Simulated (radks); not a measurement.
**Sb³⁻ held by a Watson sphere**

Aim: the size and levels of Sb³⁻ inside a shell of charge +3 and radius R, which stands for the Madelung well of a crystal, for several R.

Method: scalar-relativistic Kohn-Sham, LDA (Slater exchange, Perdew-Wang correlation), spin-unpolarised, spherical densities, finite nucleus. Code: radks (a radial shooting solver on a logarithmic mesh, Libxc functionals) version 1.

### Step 1. Starting point

```
element            : antimony (Z = 51)
charge             : -3
electrons          : 54
configuration      : [Xe]
nuclear rms radius : 4.6802 fm
```

The outer shells:

Sb³⁻
```
[Kr] core
4d [↑↓][↑↓][↑↓][↑↓][↑↓]
5s [↑↓]
5p [↑↓][↑↓][↑↓]
```

### Step 2. R = 2.55 bohr

Settings of this run:

```text
Z 51
configuration [Xe]
relativity scalar-relativistic
functional lda,pw
spin unpolarised
nucleus finite rms 4.6802 fm
c 137.035999084
watson charge 3 radius 2.55 bohr
response adiabatic LDA kernel
```

### Step 3. R = 5.07 bohr

Input: that of step 2 with these lines changed.

```diff
@@ -7,3 +7,3 @@
 c 137.035999084
-watson charge 3 radius 2.55 bohr
+watson charge 3 radius 5.07 bohr
 response adiabatic LDA kernel
```

### Step 4. R = 5.44 bohr

Input: that of step 3 with these lines changed.

```diff
@@ -7,3 +7,3 @@
 c 137.035999084
-watson charge 3 radius 5.07 bohr
+watson charge 3 radius 5.44 bohr
 response adiabatic LDA kernel
```

### Step 5. R = 5.48 bohr

Input: that of step 4 with these lines changed.

```diff
@@ -7,3 +7,3 @@
 c 137.035999084
-watson charge 3 radius 5.44 bohr
+watson charge 3 radius 5.48 bohr
 response adiabatic LDA kernel
```

### Step 6. R = 5.5 bohr

Input: that of step 5 with these lines changed.

```diff
@@ -7,3 +7,3 @@
 c 137.035999084
-watson charge 3 radius 5.48 bohr
+watson charge 3 radius 5.5 bohr
 response adiabatic LDA kernel
```

What does the calculation give? Wanted: for each run, R; highest level; its <r>; sum of <r²>; α.

**Answer**, as computed:

```tsv
R (bohr)	highest level (eV)	its <r> (bohr)	sum of <r²> (bohr²)	α (bohr³)
2.55	-7.135	2.772	85.60	49.87
5.07	-3.668	3.734	134.4	231.6
5.44	-3.337	3.865	142.6	286.9
5.48	-3.304	3.879	143.5	293.6
5.5	-3.287	3.886	144.0	296.9
```

In words: From R = 2.55 to 5.5 bohr the top level moves from -7.135 to -3.287 eV and its mean radius from 2.77 to 3.89 bohr. A wider sphere makes a shallower well, so the ion swells. The polarisability goes from 49.9 to 297 bohr³. Response by self-consistent Sternheimer equations with the Hartree and adiabatic LDA kernel, the relativistic mass of each level held fixed and spin-orbit coupling left out. The sphere does not respond.
